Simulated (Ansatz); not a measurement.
NiMoIrPdW:

```
CELL_PARAMETERS angstrom
-1.37004 1.37004 9.71647
1.37004 -1.37004 9.71647
1.37004 1.37004 -9.71647
ATOMIC_POSITIONS crystal
Ni 0.19862 0.19862 0.00000
Mo 0.60922 0.60922 0.00000
Pd 0.79310 0.79310 0.00000
Ir 0.39944 0.39944 0.00000
W 0.99565 0.99565 0.00000
```

The cell was built by a generator and needn't be a form met in nature.

Base run:

| Property | Result |
| --- | --- |
| Program | Ansatz 0.2.0 |
| Functional | PBEsol |
| Potentials or basis | Ansatz PAW |
| Cutoff | 420 eV (not typed: the program's choice for these potentials) |
| k mesh | 13 × 13 × 13 |
| Occupations | fermi-dirac, width 0.05 eV |
| Spin | collinear spin, ferromagnetic start |
| Starting moments | [1.0, 1.0, 0.0, 0.6, 0.0] μB |

Its results: band gap on the k mesh none (metal or under the smearing width); pressure -9.2 GPa; net moment 0.00 μB per cell; largest force 0.160 eV/Å.

Q: The run is repeated on the same cell with these changes: functional from PBEsol to PBE. What comes out?

A: Band gap on the k mesh none (metal or under the smearing width); pressure 0.0 GPa; net moment 0.00 μB per cell; largest force 0.032 eV/Å.

PBE binds less tightly than PBEsol, so the same cell stands under more pressure.

Caveats: the starting moments weren't kept; spin-orbit coupling is left out, which moves the levels of the heavy elements (some runs); the PAW data sets come from PBE, with cores solved anew for the run's functional, which leaves a small shift of forces and pressure (some runs).
